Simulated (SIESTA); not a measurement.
The system is Ba2Tl5V3O12.

```
CELL_PARAMETERS angstrom
6.48991 -6.67692 -0.04765
6.48991 6.67692 -0.04765
-1.96739 0.00000 5.75220
ATOMIC_POSITIONS crystal
Ba 0.47917 0.52083 0.00000
Ba 0.79264 0.20736 0.00000
V 0.65694 0.94605 0.25735
V 0.05395 0.34306 0.74265
V 0.57442 0.42558 0.50000
Tl 0.49835 0.85629 0.63726
Tl 0.14371 0.50165 0.36274
Tl 0.01508 0.98492 0.50000
Tl 0.30964 0.12677 0.21892
Tl 0.87323 0.69036 0.78108
O 0.00390 0.26325 0.44275
O 0.59719 0.60676 0.67706
O 0.91333 0.42820 0.84635
O 0.52536 0.79943 0.20594
O 0.68766 0.41628 0.31356
O 0.09251 0.20316 0.88601
O 0.58372 0.31234 0.68644
O 0.79684 0.90749 0.11399
O 0.57180 0.08667 0.15365
O 0.20057 0.47464 0.79406
O 0.73675 0.99610 0.55725
O 0.39324 0.40281 0.32294
```

The cell was built by a generator and needn't be a form met in nature.

Base run:

- Program: SIESTA 5.4.2
- Functional: RPBE
- Potentials or basis: PseudoDojo 0.4 standard (PBE files)
- Basis: DZP (energy shift 0.003 Ry; two zetas on semicore shells; d shell added on Ba)
- Grid cutoff: 800 Ry
- Energy shift: 0.003 Ry
- k mesh: 3 × 3 × 5
- Occupations: fermi-dirac, width 0.05 eV
- Spin: collinear spin, ferromagnetic start
- Starting moments: [0.0, 0.0, 2.0, 2.0, 2.0, 0.0, 0.0, 0.0, 0.0, 0.0, 0.0, 0.0, 0.0, 0.0, 0.0, 0.0, 0.0, 0.0, 0.0, 0.0, 0.0, 0.0] μB

Its results: band gap on the k mesh 2.93 eV, indirect (least direct gap 2.99 eV); pressure 3.1 GPa; net moment 0.00 μB per cell; largest force 0.454 eV/Å.

Task: The run is repeated on the same cell with these changes: functional from RPBE to PBE. What comes out?

Result: Band gap on the k mesh 2.83 eV, indirect (least direct gap 2.89 eV); pressure 1.1 GPa; net moment 0.00 μB per cell; largest force 0.363 eV/Å.

PBE binds more tightly than RPBE, so the same cell stands under less pressure.

Caveats: this set's barium file shifts pressures by up to 1 GPa against other sets; spin-orbit coupling is left out, which as a rule narrows the gap of such compounds by several tenths of an eV; the basis of atomic orbitals isn't converged, which shifts pressures, moduli and gaps; the potentials were made for another functional, which shifts forces and pressure (some runs).

Not every run made on this cell is shown here.
